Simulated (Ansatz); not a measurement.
# Ni: the cost of one run

Computed with Ansatz 0.2.0 (DFT HSE06, PAW, plane waves, scalar-relativistic, unless a step's input says otherwise).

4 further runs of the same task are left out: 4 for a known fault of the program.

**1. The starting structure**

The structure is cubic, space group Fm-3m (No. 225). Conventional cell: a = 3.548 Å, b = 3.548 Å, c = 3.548 Å, α = 90.00°, β = 90.00°, γ = 90.00°. Around Ni (site symmetry m-3m) lie 12 Ni at 2.51 Å.

Coordinates:

```xyz
2
Lattice="0.0000 -1.7740 -1.7740 -3.5481 -1.7740 -1.7740 0.0000 1.7740 -1.7740" Properties=species:S:1:pos:R:3 pbc="T T T"
Ni    0.0000    0.0000    0.0000
Ni   -1.7740    0.0000   -1.7740
```

Labels such as Ni2 number the atoms in the order of the input file.

The first starts: parallel moments, plain SCF; no spin polarisation; spin on, no moments given (the program may seed its own), plain SCF. Further starts follow from what these give.

A plain SCF has the search for lower states switched off and ends at the first converged state. Under a hybrid the search levels only allow a further exchange loop from another filling of the frontier levels; the end state isn't tested for a lower one. Iterations are summed over the PBE start and the exchange cycles. Ends within 0.2 meV/atom and 0.1 μB count as one state.

The total moment includes the space between the atomic spheres.

**2. Parallel moments, plain SCF**

input.yaml

```yaml
crystal:
  lattice:
    - [0.0, -1.77405, -1.77405]
    - [-3.5481, -1.77405, -1.77405]
    - [0.0, 1.77405, -1.77405]
  atoms:
    - { symbol: Ni, position: [0.0, 0.0, 0.0], spin: 2.0 }
    - { symbol: Ni, position: [0.0, 0.5, 0.5], spin: 2.0 }
magnetization:
  spin_polarized: true
hamiltonian:
  xc: hse06
  pseudopotentials: { kind: paw }
basis:
  ecutwfc: 420
kpoints:
  mp_grid: { grid: [6, 4, 5] }
scf:
  occupations: { method: fermi_dirac, width: 0.1 }
  lower_state_search: "off"
output:
  forces: true
  stress: true
  write_density: true
  write_potential: true
  elf: true
  volumetric_format: npy
```

Command:

```console
$ ansatz run input.yaml --threads 4 --pin off --max-ram 10240MiB --backend cpu --events-out ev --progress --plain --runs-dir out
```

What time and memory should one allow on 4 threads of Arm Neoverse V2, shared host?

About 48 s, with a peak of 0.79 GiB.
